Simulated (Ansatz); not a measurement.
An input for Ansatz 0.2.0 (HPbNO4):

File input.yaml:

```yaml
crystal:
  lattice:
    - [4.20407, 0.0, 0.0]
    - [2.02172, 3.83952, 0.0]
    - [2.04686, 1.279, 6.28132]
  atoms:
    - { symbol: H, position: [0.89145, 0.68202, 0.62796] }
    - { symbol: Pb, position: [0.14426, 0.92872, 0.88352] }
    - { symbol: "N", position: [0.2567, 0.28861, 0.30171] }
    - { symbol: O, position: [0.83108, 0.65056, 0.78405] }
    - { symbol: O, position: [0.38694, 0.2238, 0.11295] }
    - { symbol: O, position: [0.31104, 0.03576, 0.45856] }
    - { symbol: O, position: [0.07726, 0.60633, 0.32275] }
hamiltonian:
  xc:
    exchange: r2scan
    correlation: r2scan
    exx: { coeff: inverse_dielectric }
  pseudopotentials: { kind: paw }
kpoints:
  mp_grid: { grid: [3, 3, 2] }
scf:
  occupations: { method: fermi_dirac, width: 0.05 }
output:
  forces: true
  stress: true
  eigenvalues: true
```

Potentials or basis: Ansatz PAW.

Launch:

```console
$ ansatz run input.yaml --threads 8 --pin off --max-ram 20480MiB --backend cpu --events-out ev --progress --plain --runs-dir out
```

Q: What does the program do with it?

A: The run stopped without a result. It printed:

Output:

```text
Warning: output.stress: scf.convergence.dr2_threshold = 1e-7 eV (the SCF's general default) is looser than the 7e-10 eV advised for a printed stress (1e-10 eV for each atom of the cell: 7). What an SCF threshold leaves in a stress goes as its square root, and in the free energy as the threshold itself, and one threshold admits the most on a small cell: of the crystals measured, under no hybrid functional and no lock of the moments, on runs that ended without the residual-converged pass, on stresses that held no estimate of that error, the worst erred by over 100 MPa in a component at 1e-7 eV an atom and by under 5 at 1e-10. Set scf.convergence.dr2_threshold to 7e-10 eV or tighter. The threshold is an SCF's pass mark: one that does not reach it within its budget of iterations ends unconverged, or closes short of it on a stop that the run arms, and scf.convergence.dr2_threshold's page says what that costs each kind of run
Warning: output.stress: scf.exx.energy_threshold = 1e-6 eV is looser than the 7e-8 eV advised for a stress under a hybrid functional (1e-8 eV for each atom of the cell: 7). Every SCF of the exchange loop can meet its threshold on dr2 while the loop round them stops early: no threshold on dr2 bounds what that leaves in the stress. Set scf.exx.energy_threshold to 7e-8 eV or tighter. The threshold is the loop's pass mark: a loop that does not reach it within its budget of cycles ends unconverged, and scf.exx.energy_threshold's page has the law
Error: inconsistent input (hamiltonian.xc.exx): inverse_dielectric: the cell's O atoms are not all equivalent, so it may hold a defect, which takes its host's fraction: type that crystal under crystal.host (beside crystal.checkpoint the word checkpoint takes a saved host) or, if the cell holds no defect, crystal.host: (host) for its own fraction
```
